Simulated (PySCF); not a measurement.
# Cu2F2H9OS4 ([(SH2)2FCu(mu-OH)Cu(SH2)2F]+): the cost of one run

Computed with PySCF 2.14.0 and routines of our own; the level stands in each step. Atoms count from 0.

## 1. The starting structure

18 atoms, charge 1, high-spin multiplicity 3; geometry from: idealised, bond lengths from ionic radii.

The system (corner-sharing dimer): [(SH2)2FCu(mu-OH)Cu(SH2)2F]+. The metals (Cu(II), Cu(II)) are 3.55 Å apart; the bridge angle is 134°; the spin sites are atom 0 (1 unpaired) and atom 1 (1 unpaired).

## 2. Magnetic exchange: PBE0/def2-SVP H:def2-SV(P)

Job settings and geometry (Å):

```
{"job": {"kind": "bs", "xc": "PBE0", "basis": {"default": "def2-SVP", "H": "def2-SV(P)"}, "grid": 1}, "charge": 1, "high_spin_multiplicity": 3, "spin_sites": [[[0], 1], [[1], 1]]}
Cu    -1.965700     0.067300     0.536200
Cu     1.581200     0.067300     0.536200
O     -0.192200     0.820100     0.536200
H     -0.192200     1.376500    -0.258400
S     -4.147300    -0.858700     0.536200
H     -4.795500    -0.195300     1.508200
H     -4.795500    -0.195300    -0.435800
F     -1.965700     0.067300     2.416200
S     -1.965700     0.067300    -1.833800
H     -0.667400     0.143700    -2.171300
H     -2.042100    -1.230900    -2.171300
S      3.762800    -0.858700     0.536200
H      3.735900    -1.785900     1.508200
H      3.735900    -1.785900    -0.435800
F      0.945000    -1.431400     1.476200
S      2.383200     1.956600    -0.648800
H      3.482600     2.335400     0.024300
H      3.102800     1.440700    -1.659300
```

With the program's defaults for keys left out, this is: PBE0/def2-SVP H:def2-SV(P) high-spin and broken-symmetry single points, gas phase.

Started as:

```console
OMP_NUM_THREADS=1 python exch_run.py task.json out
```

This one command runs all jobs of the session in turn.

Q: Estimate the wall time of this first job on 1 thread of Arm Neoverse V2, shared host.

About 80 s.
